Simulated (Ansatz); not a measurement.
# BBrF radical: how energies converge with the basis set

The task here is to estimate one member of a computed series from the others.

The runs use Ansatz 0.2.0, Gaussian basis; one geometry, several basis sets.

Levels to be run: PBE0-D4/def2-SVP; ωB97M-V/def2-SVP; PBE0-D4/def2-QZVPP; ωB97M-V/def2-QZVPP; the functionals' def2-TZVPP values are taken from earlier runs.

## Structure used throughout

An earlier PBE0-D4 in a triple-zeta def2 set relaxation fixed the geometry.

SMILES `F[B]Br`, 3 atoms, charge 0, spin multiplicity 2.

Atoms are counted from 1 here; the program's logs count them from 0.

Bond lengths: F1–B2 1.297 Å, B2–Br3 1.906 Å. Angles: F1–B2–Br3 122.9°.

As a file:

```xyz
3

F    -0.3422    1.2550   -0.0590
B     0.3996    0.2361    0.2468
Br   -0.0684   -1.5559   -0.2011
```

Set-up of the first run:

in.yaml

```yaml
crystal:
  periodic: [false, false, false]
  atoms:
    - {symbol: F, position_ang: [-0.342218, 1.254976, -0.058976]}
    - {symbol: B, position_ang: [0.399592, 0.236125, 0.246840]}
    - {symbol: Br, position_ang: [-0.068374, -1.555902, -0.201064]}
basis:
  gaussian: {orbitals: def2-SVP}
magnetization: {spin_polarized: true, initial_magnetization: 1}
hamiltonian: {xc: pbe0, dispersion: d4}
output: {orbitals: {seedname: orbitals}}
```

Started as:

```sh
$ ansatz run in.yaml --threads 4 --pin off --events-out ev --progress --plain --max-ram 10444MiB
```

Among the steps run: PBE0-D4 in def2-SVP; ωB97M-V in def2-SVP; PBE0-D4 in def2-QZVPP; ωB97M-V in def2-QZVPP.

One of the session's tables, all rows but one given; the rest of the session is left out.

It belongs to the step «Functionals by basis». 

| functional | basis | HOMO (eV) | LUMO (eV) |
| --- | --- | --- | --- |
| PBE0-D4 | def2-SVP | ? | ? |
| PBE0-D4 | def2-TZVPP | -6.74 | -2.23 |
| PBE0-D4 | def2-QZVPP | -6.75 | -2.24 |
| ωB97M-V | def2-SVP | -8.42 | -0.42 |
| ωB97M-V | def2-TZVPP | -8.57 | -0.73 |
| ωB97M-V | def2-QZVPP | -8.59 | -0.75 |

Estimate the missing values for PBE0-D4, def2-SVP.

The run gave: HOMO (eV): -6.62; LUMO (eV): -2.05. In the column «HOMO (eV)» it is the highest.
